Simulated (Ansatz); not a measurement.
# AlH5SeSi: up Jacob's ladder to CCSD(T)

An exercise on one series of results from a longer session: the logs are not shown, and one member is left open.

Program: Ansatz 0.2.0, Gaussian basis. Level of theory: functionals in def2-TZVPP, the program's frozen cores in correlated methods. These are calculated values, not measurements.

Plan: LDA (SPW92), PBE-D4, revPBE-D4, BLYP-D4, r2SCAN-D4, B97M-V, PBE0-D4, B3LYP-D4, r2SCANh-D4, r2SCAN0-D4, HSE06-D4, BHLYP-D4, CAM-B3LYP-D4, LC-ωPBE, ωB97X-V, ωB97M-V, B2PLYP, PBE-QIDH; CCSD(T)/def2-SVP; CCSD(T)/def2-TZVPP; MP2/def2-QZVPP; extrapolation to the limit; RPA on PBE.

### The geometry

An earlier PBE0-D4 in a triple-zeta def2 set relaxation fixed the geometry.

SMILES `[AlH2][Se][SiH3]`, 8 atoms, charge 0, spin multiplicity 1.

Atoms are counted from 1 here; the program's logs count them from 0.

Bond lengths: Al1–Se2 2.311 Å, Al1–H4 1.583 Å, Al1–H5 1.579 Å, Se2–Si3 2.284 Å, Si3–H6 1.484 Å, Si3–H7 1.484 Å, Si3–H8 1.484 Å. Angles: Se2–Al1–H4 118.3°, Se2–Al1–H5 117.5°, H4–Al1–H5 124.2°, Al1–Se2–Si3 94.8°, Se2–Si3–H6 106.5°, Se2–Si3–H7 111.0°, Se2–Si3–H8 111.1°, H6–Si3–H7 109.5°, H6–Si3–H8 109.5°, H7–Si3–H8 109.2°.

The first run:

in.yaml

```yaml
crystal:
  periodic: [false, false, false]
  atoms:
    - {symbol: Al, position_ang: [-0.404165, 1.180949, -1.445002]}
    - {symbol: Se, position_ang: [0.886352, -0.715571, -1.166593]}
    - {symbol: Si, position_ang: [0.382171, -0.968490, 1.046922]}
    - {symbol: H, position_ang: [-1.197913, 1.737832, -0.194172]}
    - {symbol: H, position_ang: [-0.434569, 1.838047, -2.880470]}
    - {symbol: H, position_ang: [1.113971, -2.172952, 1.510272]}
    - {symbol: H, position_ang: [-1.075254, -1.168416, 1.241351]}
    - {symbol: H, position_ang: [0.821606, 0.211602, 1.831892]}
basis:
  gaussian: {orbitals: def2-TZVPP}
hamiltonian: {xc: lda}
output: {orbitals: {seedname: orbitals}}
```

On the command line:

```
> ansatz run in.yaml --threads 2 --pin off --events-out ev --progress --plain --max-ram 4352MiB
```

Steps of the session up to this table: LDA; PBE-D4 (GGA); revPBE-D4 (GGA); BLYP-D4 (GGA); r2SCAN-D4 (meta-GGA); B97M-V (meta-GGA); PBE0-D4 (hybrid); B3LYP-D4 (hybrid); r2SCANh-D4 (hybrid); r2SCAN0-D4 (hybrid); HSE06-D4 (hybrid); BHLYP-D4 (hybrid); CAM-B3LYP-D4 (range-separated); LC-ωPBE (range-separated); ωB97X-V (range-separated); ωB97M-V (range-separated); B2PLYP (double hybrid); PBE-QIDH (double hybrid).

One table of the session follows, with a row left open; its other results are not shown here.

```
  functional  HOMO (eV)  LUMO (eV)  gap (eV)
 LDA (SPW92)      -6.44      -2.60      3.84
      PBE-D4      -6.32      -2.37      3.96
   revPBE-D4      -6.28      -2.26      4.02
     BLYP-D4      -6.13      -2.22      3.91
   r2SCAN-D4          ?          ?         ?
      B97M-V      -6.69      -2.27      4.41
     PBE0-D4      -7.38      -1.63      5.76
    B3LYP-D4      -7.14      -1.80      5.33
  r2SCANh-D4      -6.98      -1.83      5.15
  r2SCAN0-D4      -7.56      -1.46      6.10
    HSE06-D4      -6.99      -1.99      5.00
    BHLYP-D4      -8.27      -0.84      7.43
CAM-B3LYP-D4      -8.58      -0.69      7.89
     LC-ωPBE      -9.92       0.35     10.27
     ωB97X-V      -9.59       0.25      9.84
     ωB97M-V      -9.47      -0.01      9.46
```

Estimate the missing values for r2SCAN-D4.

Worked estimate for «HOMO (eV)». Against the share of exact exchange, r2SCANh-D4 (0.1, -6.98), r2SCAN0-D4 (0.25, -7.56) give a slope of -3.87 per unit share; at 0 the line stands at -6.59.

**Answer.** HOMO (eV): -6.59; LUMO (eV): -2.08; gap (eV): 4.51. In «HOMO (eV)» the line misses by 0.00.

To keep in mind: All levels share the lack of spin-orbit coupling, which lowers the free heavy atoms and so the true binding.
